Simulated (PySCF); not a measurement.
# EuH6N3 (Eu(NH2)3): the cost of one run

Computed with PySCF 2.14.0. Level: PBE0, Eu lcecp-1-SVP with ECP52, N def2-SVP, H def2-SVP; scalar-relativistic core potentials, no spin–orbit coupling.

1 further run of the same task is left out (for a known fault of the program).

## (1) Where the work starts

10 atoms, charge 0, spin multiplicity 1.

Bond lengths: Eu1–N2 2.291 Å, Eu1–N5 2.290 Å, Eu1–N8 2.290 Å, N2–H3 1.018 Å, N2–H4 1.018 Å, N5–H6 1.018 Å, N5–H7 1.018 Å, N8–H9 1.018 Å, N8–H10 1.018 Å. Angles: N2–Eu1–N5 120.0°, N2–Eu1–N8 120.0°, N5–Eu1–N8 120.0°, Eu1–N2–H3 125.4°, Eu1–N2–H4 125.4°, H3–N2–H4 109.2°, Eu1–N5–H6 125.4°, Eu1–N5–H7 125.4°, H6–N5–H7 109.2°, Eu1–N8–H9 125.4°, Eu1–N8–H10 125.4°, H9–N8–H10 109.2°.

Geometry (Å):

```xyz
10
charge 0, multiplicity 1
Eu    0.0000    0.0000    0.0000
N     2.2905    0.0000    0.0000
H     2.8805    0.0000    0.8300
H     2.8805    0.0000   -0.8300
N    -1.1452    1.9836    0.0000
H    -1.4402    2.4946    0.8300
H    -1.4402    2.4946   -0.8300
N    -1.1453   -1.9836    0.0000
H    -1.4403   -2.4946    0.8300
H    -1.4403   -2.4946   -0.8300
```

Formal oxidation states: Eu +3. Each metal's 6 4f electrons lie in its core potential, so multiplicities, spins and levels count the valence alone.

## (2) SCF at the start, singlet

File run.py (the lines that set the calculation):

```python
mol = gto.M(atom='''
Eu     0.00000     0.00000     0.00000
N      2.29050     0.00000     0.00000
H      2.88050     0.00000     0.83000
H      2.88050     0.00000    -0.83000
N     -1.14520     1.98360     0.00000
H     -1.44020     2.49460     0.83000
H     -1.44020     2.49460    -0.83000
N     -1.14530    -1.98360     0.00000
H     -1.44030    -2.49460     0.83000
H     -1.44030    -2.49460    -0.83000''',
    basis={'Eu': 'lcecp-1-SVP', 'N': 'def2-SVP', 'H': 'def2-SVP'},
    ecp={'Eu': 'lcecp-1-SVP'},
    charge=0, spin=0)
mf = dft.RKS(mol, xc='PBE0')
mf.grids.atom_grid = (50, 194)  # f atoms: unpruned, at least (60, 302)
mf = mf.density_fit()  # fitting sets: Eu AutoAux, N def2-universal-JKFIT, H def2-universal-JKFIT
mf.conv_tol = 1e-08; mf.max_cycle = 55
mf.kernel(dm0)  # dm0: free metal ions and neutral atoms
```

Launch:

```bash
$ OMP_NUM_THREADS=2 python run.py
```

**Question.** How long does this run take on 2 threads of Arm Neoverse V1, shared host, and how much memory does it need?

About 3 s, with a peak of 0.66 GiB.
